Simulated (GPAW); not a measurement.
Crystal: AlFe3B.

```
CELL_PARAMETERS angstrom
3.82232 0.00000 0.00000
0.00000 3.82232 0.00000
0.00000 0.00000 3.82232
ATOMIC_POSITIONS crystal
Fe 0.00000 0.00000 0.50000
Fe 0.00000 0.50000 0.00000
Fe 0.50000 0.00000 0.00000
Al 0.50000 0.50000 0.50000
B 0.00000 0.00000 0.00000
```

The cell comes from a database or a generator and needn't be the stable form of this composition.

* Program: GPAW 26.7.0
* Task: relaxation of cell and atoms
* Functional: PBEsol
* Dispersion: D3(BJ)+ATM
* Potentials or basis: PAW data sets generated in the run's folder for this functional
* Cutoff: 800 eV
* Basis: pw
* k mesh: 6 × 6 × 6
* Occupations: fermi-dirac, width 0.05 eV
* Spin: collinear spin, ferromagnetic start
* Starting moments: [3.0, 3.0, 3.0, 0.0, 0.0] μB

At the start: pressure -9.1 GPa; volume 11.17 Å³/atom.

**Question.** How do energy, volume and symmetry change on relaxing?

**Answer.** Over 4 steps the energy falls by 13.1 meV/atom and the volume is 10.67 Å³/atom (-4.5 %); space group Pm-3m (No. 221, to 0.05 Å); moment 4.01 μB per cell.

The path:
| step | energy change (eV) | largest force (eV/Å) | pressure (GPa) | volume (Å³) |
| --- | --- | --- | --- | --- |
| 1 | 0.0000 | 0.0000 | -9.08 | 55.84 |
| 2 | -0.0152 | 0.0000 | -8.10 | 55.54 |
| 3 | -0.0651 | 0.0000 | 0.48 | 53.21 |
| 4 | -0.0656 | 0.0000 | -0.02 | 53.33 |

Final structure:
```
Fe Al B
1.0
     3.76417    0.00000    0.00000
     0.00000    3.76417    0.00000
     0.00000    0.00000    3.76417
Fe Al B
3 1 1
Direct
  0.00000 0.00000 0.50000
  0.00000 0.50000 0.00000
  0.50000 0.00000 0.00000
  0.50000 0.50000 0.50000
  0.00000 0.00000 0.00000
```

Caveat: each step starts from the last one's moments, so a moment once lost doesn't come back; later steps reuse the first step's grids; pairwise dispersion overbinds metals, which lowers pressure and volume.
